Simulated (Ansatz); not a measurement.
# EuFe3 (AuCu3 type): equation of state

Aim: the bulk modulus of EuFe3 (AuCu3 type) from energies at several volumes around the relaxed one. This structure was made by substitution into a known type, so it needn't be the compound's stable form.

Computed with Ansatz 0.2.0 (DFT PBE, scalar-relativistic, plane waves, PAW, unless a step's input says otherwise).

4 further runs of the same task are left out: 4 that didn't finish. Runs told in other sessions of the task aren't counted.

### 1 The starting structure

Symmetry: Pm-3m, No. 221, cubic system. Conventional cell: a = 3.963 Å, b = 3.963 Å, c = 3.963 Å, α = 90.00°, β = 90.00°, γ = 90.00°. Around Eu (site symmetry m-3m) lie 12 Fe at 2.80 Å. Fe (site symmetry 4/mmm) has 4 Eu at 2.80 Å and 8 Fe at 2.80 Å in its first shell of neighbours.

Structure file:

```
CELL_PARAMETERS angstrom
3.96284 0.00000 0.00000
0.00000 3.96284 0.00000
0.00000 0.00000 3.96284
ATOMIC_POSITIONS crystal
Eu 0.00000 0.00000 0.00000
Fe 0.00000 0.50000 0.50000
Fe 0.50000 0.50000 0.00000
Fe 0.50000 0.00000 0.50000
```

An earlier run at PBE left this cell at 15.558 Å³/atom and -0.01 GPa (8×8×8 mesh). The large moments point both ways.

Volume factors to run: 0.980, 1.020, 0.960, 1.040, 1.070, 1.100, 0.945.

### 2 Scaling the volume by 0.980

Contents of input.yaml:

```yaml
crystal:
  lattice:
    - [3.936241279, 0.0, 0.0]
    - [0.0, 3.936241279, 0.0]
    - [0.0, 0.0, 3.936241279]
  atoms:
    - { symbol: Eu, position: [0.0, 0.0, 0.0], spin: 7.15 }
    - { symbol: Fe, position: [0.0, 0.5, 0.5], spin: -2.71 }
    - { symbol: Fe, position: [0.5, 0.5, 0.0], spin: -2.71 }
    - { symbol: Fe, position: [0.5, 0.0, 0.5], spin: -2.71 }
basis:
  ecutwfc: 420
  ecutrho_ratio: 4
kpoints:
  mp_grid: { grid: [8, 8, 8] }
hamiltonian:
  xc: pbe
scf:
  occupations: { method: gaussian, width: 0.05 }
output:
  forces: true
  stress: true
  eigenvalues: true
  populations: true
magnetization:
  spin_polarized: true
```

Run with:

```sh
ansatz run input.yaml --threads 2 --pin off --max-ram 2662MiB --backend cpu --events-out ev --progress --plain --runs-dir out
```

The runs that follow: At 1.020 of the relaxed volume; Volume × 0.960; At 1.040 of the relaxed volume; Volume × 1.070; Volume × 1.100; Scaling the volume by 0.945.

**Question.** What will these runs give? Wanted: V0; B0; scatter of the fit.

**Answer**, as computed:

| quantity | value |
| --- | --- |
| V0 | 15.569 Å³/atom |
| B0 | 87 GPa |
| scatter of the fit | 0.113 meV/atom |

In words: A third-order Birch–Murnaghan fit puts the minimum at 15.57 Å³/atom with a bulk modulus of 87 GPa. One per cent of compression takes about 0.87 GPa. The moment on atom 1 grows from 6.45 to 6.58 μB on expansion. These are values at 0 K without zero-point motion. No U acts on the 4f shell, so its levels can lie too near the Fermi level. Spin–orbit coupling is left out, though the cell holds Eu; it splits the 4f levels.
